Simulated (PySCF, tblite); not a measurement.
# C₅H₈BF₂+: geometry, infrared bands and NMR shifts

Aim: predict the infrared bands and NMR shifts of C₅H₈BF₂+ (`C=C[C+](C)CB(F)F`).

Computed with tblite 0.8.0 and PySCF 2.14.0, with density-fitted response routines of our own, on a single molecule in the gas phase. Atoms count from 0, in the outputs and in this text.

**1. The starting structure**

16 atoms, charge 1, multiplicity 1; geometry from: force field or distance geometry start.

Bonds of the start (Å): C0–C1 1.32, C1–C2 1.50, C2–C3 1.49, C2–C4 1.49, C4–B5 1.59, B5–F6 1.45, B5–F7 1.45, C0–H8 1.08, C0–H9 1.09, C1–H10 1.07, C3–H11 1.11, C3–H12 1.12, C3–H13 1.11, C4–H14 1.11, C4–H15 1.11.

**2. Geometry optimisation with GFN2-xTB**

The job: settings as JSON, then the geometry in Å.

```
{"job": {"kind": "relax", "xc": "GFN2-xTB", "basis": "xTB"}, "charge": 1, "multiplicity": 1}
C     -2.155900     1.070700    -0.276000
C     -1.008000     0.618700    -0.750000
C     -0.118600    -0.316500     0.019400
C     -0.488900    -0.775700     1.391000
C      1.156100    -0.772700    -0.609900
B      2.267200     0.356600    -0.491100
F      2.716300     0.794800     0.812500
F      2.846900     0.957200    -1.671400
H     -2.540600     0.789400     0.698300
H     -2.759600     1.747800    -0.875800
H     -0.687200     0.934600    -1.725900
H     -0.603800     0.087900     2.076000
H      0.292700    -1.443000     1.830600
H     -1.437600    -1.350900     1.363100
H      0.982400    -0.997700    -1.687100
H      1.531100    -1.692200    -0.115100
```

Command:

```sh
OMP_NUM_THREADS=1 python probes_run.py task.json out
```

This one command runs all jobs of the session in turn.

**Question.** This job is followed by: GFN2-xTB harmonic vibrations, gas phase; GIAO PBE0/pcSseg-1 NMR shielding, non-relativistic, gas phase. What will the session give for the following? strongest single infrared mode (GFN2-xTB); zero-point energy (GFN2-xTB); ¹³C shifts against TMS (PBE0/pcSseg-1); ¹H shifts against TMS (PBE0/pcSseg-1, means over atoms taken as alike); ¹¹B shifts against BF3·OEt2 (PBE0/pcSseg-1); ¹⁹F shifts against CFCl3 (PBE0/pcSseg-1, means over atoms taken as alike).

**Answer**, as computed:

```
                                                                 quantity                                value
                                strongest single infrared mode (GFN2-xTB)                1132 cm⁻¹, 497 km/mol
                                             zero-point energy (GFN2-xTB)                        75.1 kcal/mol
                                   ¹³C shifts against TMS (PBE0/pcSseg-1)  270.6, 185.4, 149.3, 57.4, 34.4 ppm
   ¹H shifts against TMS (PBE0/pcSseg-1, means over atoms taken as alike)     8.76, 8.69, 8.01, 4.29, 3.72 ppm
                              ¹¹B shifts against BF3·OEt2 (PBE0/pcSseg-1)                             20.8 ppm
¹⁹F shifts against CFCl3 (PBE0/pcSseg-1, means over atoms taken as alike)                            -52.8 ppm
```

**Reading.** Relaxing lowered the energy by 1.070 eV in 94 steps; the close pair that moved most is B5–F7, from 1.446 to 1.290 Å. No mode is imaginary among the 42: a minimum at this level. The strongest single mode, at 1132 cm⁻¹, moves mainly H14. Unscaled tight-binding wavenumbers are off by several per cent, some by more. Its intensities can rank the bands wrongly. C2 (carbocation centre) lies farthest downfield among carbon, at 270.6 ppm; the empty p orbital gives low-energy magnetic excitations and strong deshielding. At PBE0/pcSseg-1: Shielding is most anisotropic at C2 (span 388 ppm, paramagnetic term -350 ppm).
